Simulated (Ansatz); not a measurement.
Task: an atomisation energy of BrGeH₅N₂, SMILES [NH2][GeH]([NH2])[Br], with the Python package of Ansatz (0.2.0). Give the script and its output. Settings (for the species named): r2SCAN, def2-TZVP basis, multiplicity 1.

```yaml
atoms:
  - { symbol: N, position_ang: [-1.0038, 1.0970, -0.5600] }
  - { symbol: Ge, position_ang: [0.2085, -0.2145, -0.3627] }
  - { symbol: N, position_ang: [-0.0438, -1.0155, 1.2905] }
  - { symbol: Br, position_ang: [0.0038, -1.7924, -2.0401] }
  - { symbol: H, position_ang: [-0.8536, 1.5887, -1.5092] }
  - { symbol: H, position_ang: [-0.8532, 1.8710, 0.1633] }
  - { symbol: H, position_ang: [1.6631, 0.3949, -0.4528] }
  - { symbol: H, position_ang: [0.7863, -1.7116, 1.3908] }
  - { symbol: H, position_ang: [0.1812, -0.2640, 2.0630] }
```

The script, `brgeh5n2_tae.py`:
```python
"""Atomisation energy of BrGeH5N2 at the given geometry."""

from collections import Counter

import ansatz as az
from ase import Atoms


def energy(molecule, charge=0, unpaired=0):
    calc = (
        molecule.calculation()
        .basis(gaussian="def2-TZVP")
        .functional("r2SCAN")
    )
    if charge:
        calc = calc.charge(charge)
    if unpaired:
        calc = calc.spin("collinear", total=unpaired)
    return calc.run(threads=1).report["free_energy_ev"]


def main() -> None:
    atoms = Atoms(["N", "Ge", "N", "Br", "H", "H", "H", "H", "H"], positions=[
        [-1.0038, 1.097, -0.56],
        [0.2085, -0.2145, -0.3627],
        [-0.0438, -1.0155, 1.2905],
        [0.0038, -1.7924, -2.0401],
        [-0.8536, 1.5887, -1.5092],
        [-0.8532, 1.871, 0.1633],
        [1.6631, 0.3949, -0.4528],
        [0.7863, -1.7116, 1.3908],
        [0.1812, -0.264, 2.063],
    ])
    geometry = az.Crystal.molecule_from_ase(atoms)

    # unpaired electrons of the ground-state atoms
    unpaired = {"N": 3, "Ge": 2, "Br": 1, "H": 1}
    counts = Counter(site.symbol for site in geometry.cartesian_sites)
    atom_energy = {s: energy(az.Crystal.molecule().atom(s, (0, 0, 0)), 0, unpaired[s]) for s in counts}
    whole = energy(geometry, 0, 0)
    for s, e in atom_energy.items():
        print(f"{s:2s} x{counts[s]}  {e:14.5f} eV")
    print(f"BrGeH5N2: {whole:.5f} eV")
    split = sum(counts[s] * e for s, e in atom_energy.items()) - whole
    print(f"atomisation energy (no zero-point term): {split:.3f} eV, {split / sum(counts.values()):.3f} eV an atom")


if __name__ == "__main__":
    main()
```

`python brgeh5n2_tae.py` gives:
```text
N  x2     -1485.22506 eV
Ge x1    -56515.41913 eV
Br x1    -70044.62756 eV
H  x5       -13.60370 eV
BrGeH5N2: -129626.62817 eV
atomisation energy (no zero-point term): 28.113 eV, 3.124 eV an atom
```

28.113 eV from the electronic energies, without the zero-point term.

Total energies depend on the basis set; only differences at equal settings carry meaning. The geometry is a force-field or estimated start, not a minimum of this method, and the basis set is short of its limit. All parts are taken at fixed geometry, without zero-point energy. The spin-orbit lowering of heavy atoms is left out. Run time: 22 s on 1 thread of Arm Neoverse V1, with other jobs on the host, peak memory 0.33 GiB.
